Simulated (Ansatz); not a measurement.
# Au: the cost of one run

Computed with Ansatz 0.2.0 (DFT PBEsol, scalar-relativistic, plane waves, PAW, unless a step's input says otherwise).

### Step 1. Starting point

The structure is cubic, space group Fm-3m (No. 225). Conventional cell: a = 4.078 Å, b = 4.078 Å, c = 4.078 Å, α = 90.00°, β = 90.00°, γ = 90.00°. Around Au (site symmetry m-3m) lie 12 Au at 2.88 Å.

Coordinates:

```
CELL_PARAMETERS angstrom
0.00000 2.03900 2.03900
2.03900 0.00000 2.03900
2.03900 2.03900 0.00000
ATOMIC_POSITIONS crystal
Au 0.00000 0.00000 0.00000
```

### Step 2. Single point: Au, no spin

Contents of input.yaml:

```yaml
crystal:
  lattice:
    - [0.0, 2.039, 2.039]
    - [2.039, 0.0, 2.039]
    - [2.039, 2.039, 0.0]
  atoms:
    - { symbol: Au, position: [0.0, 0.0, 0.0] }
scf:
  occupations: { method: gaussian, width: 0.1 }
output:
  forces: true
  stress: true
  eigenvalues: true
  efg: {}
  bader: true
  write_density: true
  write_potential: true
  elf: true
  volumetric_format: npy
kpoints:
  mp_grid: { grid: [18, 18, 18] }
hamiltonian:
  xc: pbesol
```

Run with:

```bash
ansatz run input.yaml --threads 8 --pin off --max-ram 20480MiB --backend cpu --events-out ev --progress --plain --runs-dir out
```

Q: Estimate wall time and peak memory on 8 threads of Arm Neoverse V2, shared host.

About 1.2 s, with a peak of 0.37 GiB.
